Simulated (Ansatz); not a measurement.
# Mg5CdS6: the cost of one run

Method: DFT PBE, scalar-relativistic, plane waves, PAW, in Ansatz 0.2.0.

## (1) Starting point

The structure is tetragonal, space group P4/mmm (No. 123). Conventional cell: a = 3.895 Å, b = 3.895 Å, c = 16.524 Å, α = 90.00°, β = 90.00°, γ = 90.00°. Mg (site symmetry 4mm) has 6 S at 2.75 Å as nearest neighbours. Mg (site symmetry 4/mmm) is surrounded by 6 S at 2.75 Å. Cd (site symmetry 4/mmm) has 6 S at 2.75 Å as nearest neighbours. S (site symmetry 4/mmm) has 6 Mg at 2.75 Å as nearest neighbours. S (site symmetry 4mm) is surrounded by 6 Mg at 2.75 Å. S (site symmetry 4mm) is surrounded by 5 Mg at 2.75 Å and 1 Cd at 2.75 Å. S (site symmetry 4/mmm) has 4 Cd at 2.75 Å and 2 Mg at 2.75 Å as nearest neighbours.

Structure file:

```xyz
12
Lattice="3.8947 0.0000 0.0000 0.0000 3.8947 0.0000 0.0000 0.0000 16.5237" Properties=species:S:1:pos:R:3 pbc="T T T"
Mg    0.0000    0.0000   11.0158
Mg    1.9473    1.9473    8.2618
Mg    0.0000    0.0000    5.5079
Mg    1.9473    1.9473    2.7539
Mg    1.9473    1.9473   13.7697
Cd    0.0000    0.0000    0.0000
S     0.0000    0.0000    8.2618
S     1.9473    1.9473    5.5079
S     0.0000    0.0000    2.7539
S     1.9473    1.9473    0.0000
S     0.0000    0.0000   13.7697
S     1.9473    1.9473   11.0158
```

The start is an ordering of an alloy on its end members' structure types: elements ordered on the sites of the MgS type, Cd/Mg on Mg (P4/mmm, No. 123).

## (2) Probe: one point on a coarse mesh

File input.yaml:

```yaml
crystal:
  lattice:
    - [3.89466798, 0.0, 0.0]
    - [0.0, 3.89466798, 0.0]
    - [0.0, 0.0, 16.52367681]
  atoms:
    - { symbol: Mg, position: [0.0, 0.0, 0.66666667] }
    - { symbol: Mg, position: [0.5, 0.5, 0.5] }
    - { symbol: Mg, position: [0.0, 0.0, 0.33333333] }
    - { symbol: Mg, position: [0.5, 0.5, 0.16666667] }
    - { symbol: Mg, position: [0.5, 0.5, 0.83333333] }
    - { symbol: Cd, position: [0.0, 0.0, 0.0] }
    - { symbol: S, position: [0.0, 0.0, 0.5] }
    - { symbol: S, position: [0.5, 0.5, 0.33333333] }
    - { symbol: S, position: [0.0, 0.0, 0.16666667] }
    - { symbol: S, position: [0.5, 0.5, 0.0] }
    - { symbol: S, position: [0.0, 0.0, 0.83333333] }
    - { symbol: S, position: [0.5, 0.5, 0.66666667] }
basis:
  ecutwfc: 420
kpoints:
  mp_grid: { grid: [4, 4, 1] }
hamiltonian:
  xc: pbe
scf:
  occupations: { method: gaussian, width: 0.1 }
  lower_state_search: "off"
output:
  forces: true
  stress: true
  eigenvalues: true
```

Started as:

```bash
> ansatz run input.yaml --threads 1 --pin off --max-ram 2560MiB --backend cpu --events-out ev --progress --plain --runs-dir out
```

What time and memory should one allow on 1 thread of Intel Xeon Platinum 8488C (Sapphire Rapids), shared host?

About 4.8 s, with a peak of 0.51 GiB.
